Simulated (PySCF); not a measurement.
# GaF: spin, charge, geometry and surroundings

Aim: change spin, charge, geometry, field or solvent of GaF, one at a time, and compare with the base run.

The runs use PySCF 2.14.0; each script names its method and basis.

2 further runs of the same task are left out: 2 that didn't finish.

**1. The starting structure**

GaF: 2 atoms, charge 0, spin multiplicity 1.

Bond lengths: Ga1–F2 1.820 Å.

**2. The base run**

input.py reads:

```python
from pyscf import gto, scf, mcscf

mol = gto.M(
    atom='Ga 0 0 0; F 0 0 1.82',
    basis='ano-rcc-vdzp',
    charge=0,
    spin=0,
    verbose=3,
)
mf = scf.RHF(mol)
mf = mf.sfx2c1e()
mf.kernel()
mc = mcscf.CASCI(mf, 6, 6)
mc.kernel()
mc.analyze()
mf.dip_moment()
print('orbital energies (hartree):', mf.mo_energy[..., max(0, mol.nelec[1]-3):mol.nelec[0]+3].round(4))
```

The run is started by

```bash
$ OMP_NUM_THREADS=1 python input.py
```

The log of this run is left out.

In short: E(SCF) = -2041.826052 Eh, E(CAS) − E(SCF) = -0.01513 Eh, μ = 3.06 D (of the SCF density).

The bond length is a typed value, not an optimised one.

**3. Bond 1.947 Å**

Edit 1 changes bond length: 1.82 Å → 1.947 Å.

input.py reads:

```python
from pyscf import gto, scf, mcscf

mol = gto.M(
    atom='Ga 0 0 0; F 0 0 1.947',
    basis='ano-rcc-vdzp',
    charge=0,
    spin=0,
    verbose=3,
)
mf = scf.RHF(mol)
mf = mf.sfx2c1e()
mf.kernel()
mc = mcscf.CASCI(mf, 6, 6)
mc.kernel()
mc.analyze()
mf.dip_moment()
print('orbital energies (hartree):', mf.mo_energy[..., max(0, mol.nelec[1]-3):mol.nelec[0]+3].round(4))
```

The run is started by

```bash
$ OMP_NUM_THREADS=1 python input.py
```

**4. PCM, ε = 20.5**

Edit 2 changes solvent: none (gas phase) → PCM, ε = 20.5; step after the SCF: casci → analyze.

input.py reads:

```python
from pyscf import gto, scf, solvent

mol = gto.M(
    atom='Ga 0 0 0; F 0 0 1.82',
    basis='ano-rcc-vdzp',
    charge=0,
    spin=0,
    verbose=3,
)
mf = scf.RHF(mol)
mf = mf.sfx2c1e()
mf = solvent.PCM(mf)
mf.with_solvent.eps = 20.5
mf.kernel()
mf.analyze()
print('orbital energies (hartree):', mf.mo_energy[..., max(0, mol.nelec[1]-3):mol.nelec[0]+3].round(4))
```

**5. Lengths in bohr**

Edit 3 changes length unit: angstrom → bohr; bond length: 1.82 Å → 1.82 bohr.

Edit input.py of step 2 so:

```diff
@@ -7,2 +7,3 @@
     spin=0,
+    unit='bohr',
     verbose=3,
```

**6. Quintet**

Edit 4 changes spin (2S): 0 → 4; active space: 6 electrons in 6 orbitals → 4 electrons in 6 orbitals.

Edit input.py of step 2 so:

```diff
@@ -6,3 +6,3 @@
     charge=0,
-    spin=0,
+    spin=4,
     verbose=3,
@@ -12,3 +12,3 @@
 mf.kernel()
-mc = mcscf.CASCI(mf, 6, 6)
+mc = mcscf.CASCI(mf, 6, 4)
 mc.kernel()
```

**7. Charge +1 (doublet, ROHF)**

Edit 5 changes charge: 0 → 1; spin (2S): 0 → 1; SCF type: RHF → ROHF; active space: 6 electrons in 6 orbitals → 7 electrons in 6 orbitals.

Edit input.py of step 2 so:

```diff
@@ -5,10 +5,10 @@
     basis='ano-rcc-vdzp',
-    charge=0,
-    spin=0,
+    charge=1,
+    spin=1,
     verbose=3,
 )
-mf = scf.RHF(mol)
+mf = scf.ROHF(mol)
 mf = mf.sfx2c1e()
 mf.kernel()
-mc = mcscf.CASCI(mf, 6, 6)
+mc = mcscf.CASCI(mf, 6, 7)
 mc.kernel()
```

**8. Charge +1 (doublet, ROHF)**

Edit 6 changes charge: 0 → 1; spin (2S): 0 → 1; SCF type: RHF → ROHF; active space: 6 electrons in 6 orbitals → 7 electrons in 8 orbitals.

Edit input.py of step 2 so:

```diff
@@ -5,10 +5,10 @@
     basis='ano-rcc-vdzp',
-    charge=0,
-    spin=0,
+    charge=1,
+    spin=1,
     verbose=3,
 )
-mf = scf.RHF(mol)
+mf = scf.ROHF(mol)
 mf = mf.sfx2c1e()
 mf.kernel()
-mc = mcscf.CASCI(mf, 6, 6)
+mc = mcscf.CASCI(mf, 8, 7)
 mc.kernel()
```

**Question.** What will these runs give? Wanted: for each run, E(SCF); from base; gap; SCF dipole; after the SCF.

**Answer**, as computed:

```tsv
run	E(SCF) (hartree)	from base (eV)	gap (eV)	SCF dipole (D)	after the SCF
base	-2041.826052	0	11.61	3.06	CASCI correlation -0.412 eV
bond 1.947 Å	-2041.819376	+0.1816	11.70	4.02	CASCI correlation -0.397 eV
PCM, ε = 20.5	-2041.840962	-0.4057	11.79	3.60	n/a
lengths in bohr (poor choice)	-2039.864645	not comparable	9.90	2.71	CASCI correlation -0.327 eV
quintet	-2041.511850	+8.5499	n/a	2.11	CASCI correlation 0.000 eV (this space leaves nothing to correlate)
charge +1 (doublet, ROHF)	-2041.463052	+9.8777	n/a	n/a	CASCI correlation -0.174 eV
charge +1 (doublet, ROHF)	-2041.463052	+9.8777	n/a	n/a	CASCI correlation -0.436 eV
```

**Reading.** Of the runs whose energies can be compared, “quintet” moves the SCF energy most (+8.550 eV). A continuum solvent with ε = 20.5 lowers the energy by 0.406 eV. The quintet solution found lies 8.55 eV above the base singlet at this geometry and level. At the SCF level, going to the doublet with one electron fewer costs 9.88 eV at fixed geometry, against 10.37 eV for the negative of the highest filled level. Rows marked «poor choice» come from settings spoiled on purpose.
